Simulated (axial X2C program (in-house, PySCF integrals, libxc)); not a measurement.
**ClTiCl⁻: bond lengths and stretches, held linear**

How do method and spin–orbit coupling move the bonds and stretches of ClTiCl⁻, held linear?

Method: all-electron X2C, two-component (2c) or spin-free, Cl dyall-av3z, Ti dyall-v3z; program: an in-house X2C program for linear molecules on PySCF integrals.

All values are calculated.

2 further runs of the same task are left out: 2 set aside as unsound or not needed.

### Step 1. Set-up

Input file task.json:

```json
{"zs": [17, 22, 17], "q": -1, "bas": ["dyall-av3z", "dyall-v3z", "dyall-av3z"], "r0": [2.35, 2.35], "symm": 1, "scan": ["PBE0", "HF", "BHandHLYP"], "levels": ["PBE0", "HF", "r2SCAN"], "nst": 2}
```

Keys: zs atomic numbers; q charge; bas basis sets; r0 starting distance in Å; symm equal bonds; scan levels of the two-bond scan (MP2 follows by itself at each HF point); levels methods; nst determinants followed.

Command:

```console
> python solin.py task.json out
```

Masses Cl 34.969, Ti 47.948, Cl 34.969 u.

### Step 2. Scan at PBE0, 2c

State: Ω = 3/2 (beyond evenly filled blocks: ω = 1/2, ω = -3/2, ω = 5/2). Energies above the lowest point, from the job's result record:

```csv
r(Cl–Ti) (Å),r(Ti–Cl) (Å),E (meV)
2.2981,2.2981,29.71
2.2981,2.3570,13.46
2.2981,2.4159,25.48
2.3570,2.2981,13.46
2.3570,2.3570,0.00
2.3570,2.4159,14.60
2.3570,2.4749,50.72
2.4159,2.2981,25.48
2.4159,2.3570,14.60
2.4159,2.4159,31.59
2.4749,2.3570,50.72
2.4749,2.4749,110.32
```

A quadratic surface with cubic terms in each bond gives the minimum at 2.354 and 2.354 Å, force constants 1.31, 1.31 and coupling 0.11 mdyn/Å.

### Step 3. Scan at HF, 2c

State: Ω = 3/2 (beyond evenly filled blocks: ω = 1/2, ω = -3/2, ω = 5/2). Energies above the lowest point, from the job's result record:

| r(Cl–Ti) (Å) | r(Ti–Cl) (Å) | E (meV) |
| --- | --- | --- |
| 2.2981 | 2.2981 | 166.95 |
| 2.2981 | 2.3570 | 105.27 |
| 2.2981 | 2.4159 | 78.75 |
| 2.3570 | 2.2981 | 105.27 |
| 2.3570 | 2.3570 | 46.15 |
| 2.3570 | 2.4159 | 21.99 |
| 2.3570 | 2.4749 | 25.12 |
| 2.4159 | 2.2981 | 78.75 |
| 2.4159 | 2.3570 | 21.99 |
| 2.4159 | 2.4159 | 0.00 |
| 2.4749 | 2.3570 | 25.12 |
| 2.4749 | 2.4749 | 12.20 |

A quadratic surface with cubic terms in each bond gives the minimum at 2.431 and 2.431 Å, force constants 1.17, 1.17 and coupling 0.10 mdyn/Å.

### Step 4. Scan at BHandHLYP, 2c

State: Ω = 3/2 (beyond evenly filled blocks: ω = 1/2, ω = -3/2, ω = 5/2). Energies above the lowest point, from the job's result record:

```csv
r(Cl–Ti) (Å),r(Ti–Cl) (Å),E (meV)
2.2981,2.2981,62.39
2.2981,2.3570,29.88
2.2981,2.4159,28.33
2.3570,2.2981,29.88
2.3570,2.3570,0.00
2.3570,2.4159,0.88
2.3570,2.4749,25.54
2.4159,2.2981,28.33
2.4159,2.3570,0.88
2.4159,2.4159,4.01
2.4749,2.3570,25.54
2.4749,2.4749,59.41
```

A quadratic surface with cubic terms in each bond gives the minimum at 2.382 and 2.382 Å, force constants 1.28, 1.28 and coupling 0.10 mdyn/Å.

### Step 5. The levels side by side

| level | r(Cl–Ti) (Å) | r(Ti–Cl) (Å) | lower stretch (cm⁻¹) | upper stretch (cm⁻¹) |
| --- | --- | --- | --- | --- |
| PBE0, 2c | 2.354 | 2.354 | 262.2 | 377.7 |
| HF, 2c | 2.431 | 2.431 | 248.2 | 357.0 |
| BHandHLYP, 2c | 2.382 | 2.382 | 258.9 | 374.3 |
| MP2, 2c | 2.340 | 2.340 | 267.7 | 387.5 |
| PBE0, spin-free | 2.354 | 2.354 | 262.3 | 377.9 |
| HF, spin-free | 2.430 | 2.430 | 248.4 | 357.2 |
| BHandHLYP, spin-free | 2.382 | 2.382 | 259.1 | 374.5 |
| MP2, spin-free | 2.340 | 2.340 | 267.7 | 387.6 |

Scans not shown above were run alike.

**Reading.** Over the levels the Cl–Ti bond spans 2.340 to 2.431 Å and the Ti–Cl bond 2.340 to 2.431 Å. At PBE0 spin–orbit coupling leaves both bonds unchanged to 0.001 Å. Each state is one determinant, the lowest of a limited PBE0 search; the stretches come from a fit to few points and are good to some per cent at best. The stretches are sorted by size, and where the two bonds are alike the symmetric and antisymmetric modes can swap order between levels. MP2 freezes inner shells (threshold -2 hartree). For an anion the highest level of a functional can be positive, and the basis then holds the extra electron. The molecule was held linear; bending was not examined, so a bent shape may lie lower. Note: several unpaired electrons, one determinant need not be a pure state.
